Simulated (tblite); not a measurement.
# C4H13FSeSi2: the cost of one run

Programs: tblite 0.8.0 and PySCF 2.14.0, with density-fitted response routines of our own. Each step states its level of theory. These are calculated values for one molecule in the gas phase, unless marked as measured. Atoms are numbered from 0 throughout.

### 1 The molecule as given

21 atoms, charge 0, multiplicity 1; geometry from: force field or distance geometry start.

Bonds of the start (Å): C0–C1 1.50, C1–Si2 1.86, Si2–Se3 2.27, C1–Si4 1.86, Si4–C5 1.86, C5–C6 1.53, C5–F7 1.36, C0–H8 1.10, C0–H9 1.12, C0–H10 1.11, C1–H11 1.13, Si2–H12 1.49, Si2–H13 1.47, Se3–H14 1.55, Si4–H15 1.47, Si4–H16 1.47, C5–H17 1.11, C6–H18 1.10, C6–H19 1.11, C6–H20 1.11.

### 2 Geometry optimisation with GFN2-xTB

Job settings and geometry (Å):

```
{"job": {"kind": "relax", "xc": "GFN2-xTB", "basis": "xTB"}, "charge": 0, "multiplicity": 1}
C     -1.372000     1.939800    -0.038800
C     -1.111200     0.581300     0.538400
Si    -1.855900    -0.800500    -0.460600
Se    -2.453700    -2.465200     0.959500
Si     0.699400     0.314400     0.889400
C      1.548900    -0.725600    -0.396500
C      3.041900    -0.435800    -0.266900
F      1.209000    -0.427600    -1.678300
H     -0.722700     2.156300    -0.895700
H     -2.434100     1.928300    -0.395200
H     -1.299000     2.683200     0.775500
H     -1.639500     0.553100     1.536300
H     -3.038100    -0.251200    -1.176300
H     -0.923300    -1.270700    -1.491700
H     -3.468700    -1.938300     2.000500
H      1.402700     1.607600     0.967600
H      0.801300    -0.437400     2.154000
H      1.382100    -1.798300    -0.177300
H      3.241200     0.637500    -0.385100
H      3.618700    -1.004100    -1.027500
H      3.363800    -0.829800     0.723000
```

On the command line:

```console
> OMP_NUM_THREADS=1 python probes_run.py task.json out
```

One launch serves the whole session: the jobs run in the order shown.

Q: Estimate the wall time and peak memory of this first job on 1 thread of Arm Neoverse N1, shared host.

About 2.6 s, with a peak of 0.18 GiB.
